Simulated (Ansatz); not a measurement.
# Molecular dynamics of Tl

The input (input.yaml):

```yaml
crystal:
  lattice:
    - [10.715068, 0.0, 0.0]
    - [-5.357534, 9.279521, 0.0]
    - [0.0, 0.0, 11.422262]
  atoms:
    - { symbol: Tl, position: [0.0, 0.0, 0.0] }
    - { symbol: Tl, position: [0.1111111, 0.2222222, 0.25] }
    - { symbol: Tl, position: [0.0, 0.0, 0.5] }
    - { symbol: Tl, position: [0.1111111, 0.2222222, 0.75] }
    - { symbol: Tl, position: [0.0, 0.3333333, 0.0] }
    - { symbol: Tl, position: [0.1111111, 0.5555556, 0.25] }
    - { symbol: Tl, position: [0.0, 0.3333333, 0.5] }
    - { symbol: Tl, position: [0.1111111, 0.5555556, 0.75] }
    - { symbol: Tl, position: [0.0, 0.6666667, 0.0] }
    - { symbol: Tl, position: [0.1111111, 0.8888889, 0.25] }
    - { symbol: Tl, position: [0.0, 0.6666667, 0.5] }
    - { symbol: Tl, position: [0.1111111, 0.8888889, 0.75] }
    - { symbol: Tl, position: [0.3333333, 0.0, 0.0] }
    - { symbol: Tl, position: [0.4444444, 0.2222222, 0.25] }
    - { symbol: Tl, position: [0.3333333, 0.0, 0.5] }
    - { symbol: Tl, position: [0.4444444, 0.2222222, 0.75] }
    - { symbol: Tl, position: [0.3333333, 0.3333333, 0.0] }
    - { symbol: Tl, position: [0.4444444, 0.5555556, 0.25] }
    - { symbol: Tl, position: [0.3333333, 0.3333333, 0.5] }
    - { symbol: Tl, position: [0.4444444, 0.5555556, 0.75] }
    - { symbol: Tl, position: [0.3333333, 0.6666667, 0.0] }
    - { symbol: Tl, position: [0.4444444, 0.8888889, 0.25] }
    - { symbol: Tl, position: [0.3333333, 0.6666667, 0.5] }
    - { symbol: Tl, position: [0.4444444, 0.8888889, 0.75] }
    - { symbol: Tl, position: [0.6666667, 0.0, 0.0] }
    - { symbol: Tl, position: [0.7777778, 0.2222222, 0.25] }
    - { symbol: Tl, position: [0.6666667, 0.0, 0.5] }
    - { symbol: Tl, position: [0.7777778, 0.2222222, 0.75] }
    - { symbol: Tl, position: [0.6666667, 0.3333333, 0.0] }
    - { symbol: Tl, position: [0.7777778, 0.5555556, 0.25] }
    - { symbol: Tl, position: [0.6666667, 0.3333333, 0.5] }
    - { symbol: Tl, position: [0.7777778, 0.5555556, 0.75] }
    - { symbol: Tl, position: [0.6666667, 0.6666667, 0.0] }
    - { symbol: Tl, position: [0.7777778, 0.8888889, 0.25] }
    - { symbol: Tl, position: [0.6666667, 0.6666667, 0.5] }
    - { symbol: Tl, position: [0.7777778, 0.8888889, 0.75] }
basis:
  ecutwfc: 420.0
kpoints:
  mp_grid: { grid: [1, 1, 1] }
hamiltonian:
  xc: pbe
scf:
  occupations: { method: fermi_dirac, width: 0.11 }
  lower_state_search: "off"
md:
  timestep: 4.5
  n_steps: 250
  ensemble: nvt_langevin
  temperature: 1300.0
  initial_velocities: maxwell_boltzmann
  seed: 513714
  friction: 0.02
```

Launched with:

```bash
$ ansatz run input.yaml --threads 4 --pin off --max-ram 10240MiB --backend cpu --events-out ev --progress --plain --runs-dir out
```

It starts from a structure without forces on its atoms.

Output, in part (step lines):

```
md step     0: t =     0.00 fs  T =  1263.9 K  F+E_penalty+E_count = -411977.52795777 eV  E_kin = 5.881330 eV  (10 SCF iters)
md step     1: t =     4.50 fs  T =  1131.7 K  F+E_penalty+E_count = -411977.53460860 eV  E_kin = 5.266034 eV  (9 SCF iters)
md step     2: t =     9.00 fs  T =  1009.1 K  F+E_penalty+E_count = -411977.55222875 eV  E_kin = 4.695475 eV  (9 SCF iters)
md step     3: t =    13.50 fs  T =  1243.3 K  F+E_penalty+E_count = -411977.57941949 eV  E_kin = 5.785519 eV  (11 SCF iters)
md step     4: t =    18.00 fs  T =  1245.5 K  F+E_penalty+E_count = -411977.61559669 eV  E_kin = 5.795902 eV  (7 SCF iters)
md step     5: t =    22.50 fs  T =  1292.0 K  F+E_penalty+E_count = -411977.65808764 eV  E_kin = 6.012093 eV  (6 SCF iters)
md step     6: t =    27.00 fs  T =  1435.8 K  F+E_penalty+E_count = -411977.70791077 eV  E_kin = 6.681515 eV  (6 SCF iters)
md step     7: t =    31.50 fs  T =  1348.9 K  F+E_penalty+E_count = -411977.76649692 eV  E_kin = 6.276735 eV  (6 SCF iters)
[... lines left out ...]
```

The steps, from the saved trajectory:

```tsv
time (fs)	T (K)	potential energy less start (eV)
0	1264	0.000
36	1528	-0.305
72	1429	-0.844
108	1249	-0.937
144	881	-0.943
180	1501	-1.002
216	1310	-0.437
252	1445	-0.885
288	1408	-0.647
324	1732	-0.139
360	1351	-0.138
396	1362	-0.524
432	1348	-1.282
468	1469	-1.942
504	1257	-1.972
540	1656	-2.134
576	1696	-2.090
612	1426	-2.277
648	1291	-2.194
684	1175	-2.399
720	1150	-2.427
756	1414	-2.503
792	1211	-2.498
828	1063	-2.123
864	1307	-1.616
900	1494	-1.993
936	1413	-2.852
972	1388	-2.988
1008	1309	-2.890
1044	1313	-2.678
1080	1045	-2.661
1116	1345	-2.193
```

The run went to its last step. A run of 1.1 ps of so small a system gives no equilibrium averages. Limits of this set-up: coarse k mesh.

Mean squared displacements from the first frame to the last, about the centre of mass: Tl 0.80 Å².

Last frame:

```xyz
36
Lattice="10.7151 0.0000 0.0000 -5.3575 9.2795 0.0000 0.0000 0.0000 11.4223" Properties=species:S:1:pos:R:3
Tl -0.755 0.117 0.800
Tl 0.508 2.283 3.463
Tl 0.362 0.025 5.348
Tl 0.319 0.921 8.825
Tl -1.314 3.245 0.387
Tl -1.076 4.892 3.155
Tl -1.513 3.141 5.889
Tl -2.263 5.189 8.845
Tl -3.764 6.832 -0.369
Tl -4.027 7.858 2.918
Tl -3.463 6.066 5.694
Tl -3.766 7.845 7.684
Tl 3.316 0.027 0.877
Tl 3.977 1.752 3.626
Tl 3.362 0.064 6.066
Tl 3.322 2.824 9.218
Tl 1.413 3.804 -0.339
Tl 2.506 4.748 3.768
Tl 1.556 2.897 6.518
Tl 1.950 5.486 7.734
Tl -1.185 5.820 0.303
Tl 0.241 8.026 3.228
Tl -0.116 5.892 5.726
Tl -0.071 8.184 8.319
Tl 6.755 -1.606 0.291
Tl 6.943 1.075 1.676
Tl 7.585 0.350 6.443
Tl 6.259 1.964 8.593
Tl 6.266 3.300 0.036
Tl 6.161 4.996 2.647
Tl 4.906 3.795 5.902
Tl 4.550 5.838 9.244
Tl 3.519 5.657 0.774
Tl 3.396 8.914 3.479
Tl 3.613 6.711 5.599
Tl 2.982 8.951 9.525
```

Time of the run: 11 min on 4 threads of Intel(R) Xeon(R) 6975P-C (Granite Rapids), with other jobs on the host, peak memory 1.4 GiB.
